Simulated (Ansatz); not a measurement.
# SiC: the cost of one run

Program: Ansatz 0.2.0. Level of theory: DFT PBE, scalar-relativistic, plane waves, PAW. These are calculated values, not measurements.

### 1 The system as given

Symmetry: F-43m, No. 216, cubic system. The conventional cell has a = 4.358 Å, b = 4.358 Å, c = 4.358 Å, α = 90.00°, β = 90.00°, γ = 90.00°. Si (site symmetry -43m) is surrounded by 4 C at 1.89 Å. C (site symmetry -43m) has 4 Si at 1.89 Å as nearest neighbours.

Structure file:

```
CELL_PARAMETERS angstrom
0.00000 2.17900 2.17900
2.17900 0.00000 2.17900
2.17900 2.17900 0.00000
ATOMIC_POSITIONS crystal
Si 0.00000 0.00000 0.00000
C 0.25000 0.25000 0.25000
```

The structure rests on an entry of the Crystallography Open Database; cell or positions may have been set otherwise for this series.

### 2 Relaxing cell and atoms: SiC, no spin

input.yaml reads:

```yaml
crystal:
  lattice:
    - [0.0, 2.179, 2.179]
    - [2.179, 0.0, 2.179]
    - [2.179, 2.179, 0.0]
  atoms:
    - { symbol: Si, position: [0.0, 0.0, 0.0] }
    - { symbol: C, position: [0.25, 0.25, 0.25] }
scf:
  occupations: { method: fixed }
output:
  forces: true
  stress: true
  eigenvalues: true
  write_density: true
  write_potential: true
  elf: true
  volumetric_format: npy
hamiltonian:
  xc: pbe
relax:
  f_tol: 0.001
  max_steps: 60
  cell: { stress_tol: 0.03 }
kpoints:
  mp_grid: { grid: [10, 10, 10] }
```

Run with:

```bash
ansatz run input.yaml --threads 8 --pin off --max-ram 16384MiB --backend cpu --events-out ev --progress --plain --runs-dir out
```

What time and memory should one allow on 8 threads of Arm Neoverse N1, shared host?

About 3.1 s, with a peak of 0.31 GiB.
